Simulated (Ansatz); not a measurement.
## KTlO2, space group R-3m: the levels without and with spin-orbit coupling, step by step

Computed with the Ansatz DFT code, driven from Python.

Run as a notebook:

```python
import ansatz as az
```

```python
cell = (
    az.Lattice.from_parameters(3.4535243, 3.4535243, 18.30672, alpha=90, beta=90, gamma=120)
    .space_group(166)
    .atom("K", [1 / 3, 2 / 3, 1 / 6])
    .atom("Tl", [0.0, 0.0, 0.0])
    .atom("O", [2 / 3, 1 / 3, 0.06541759])
    .primitive()
)
```

```python
len(cell.resolved().sites)
```

    4

```python
calculation = (
    cell.calculation()
    .functional(az.Functional.LDA)
    .basis(420, xc_grid=2)
    .kpoints(mesh=(6, 6, 6))
    .occupations("fixed")
    .mixing("msr1", ndim=8, beta=0.6)
    .band_table()
)
for label, variant in (("scalar-relativistic", calculation), ("spin-orbit", calculation.spin(soc=True))):
    r = variant.run(threads=1, backend="cpu").report
    zero = r["band_edges_ev"][0] if r.get("band_edges_ev") else r["fermi_energy_ev"]
    near = [round(e - zero, 3) for e in r["eigenvalues_ev"][0] if abs(e - zero) < 3]
    print(label)
    print("  band edges (eV):", [round(e, 3) for e in r.get("band_edges_ev") or []] or "none reported")
    print("  levels at k =", r["kpoints_frac"][0], "within 3 eV of the zero:", near)
```

    scalar-relativistic
      band edges (eV): [7.118, 7.995]
      levels at k = [0.0, 0.0, 0.0] within 3 eV of the zero: [-0.934, -0.934, -0.623, -0.12, -0.12, 0.877]
    RunWarning: iter 1: σ=0 fill of 34 bands saw a band overlap (occupied 8.4058 eV > unoccupied 8.2801 eV) — on an unconverged iterate often a transient of an unconverged empty band; one that stands at the close is told there (band_overlap_at_count); if the run fails to converge, the spectrum is likely genuinely metallic at σ=0 — use a smearing of finite width or the tetrahedron method (which not [...]
    spin-orbit
      band edges (eV): [7.171, 8.001]
      levels at k = [0.0, 0.0, 0.0] within 3 eV of the zero: [-1.079, -1.079, -0.955, -0.955, -0.69, -0.69, -0.218, -0.218, -0.12, -0.12, 0.829, 0.829]

What to keep in mind:
- The settings weren't tested for convergence.
- This cell is a computed structure, which may not be the phase found in nature.
- Gaps and levels are Kohn-Sham values on a finite set of k-points.
- Warnings are shown shortened and without file and line.
- With spin-orbit coupling each level holds one electron and, with inversion or at time-reversal points, comes in pairs; a window in energy can cut a split set.
- The whole script took 16 s on 1 thread of Arm Neoverse V1, on a shared host, peak memory 0.56 GiB.
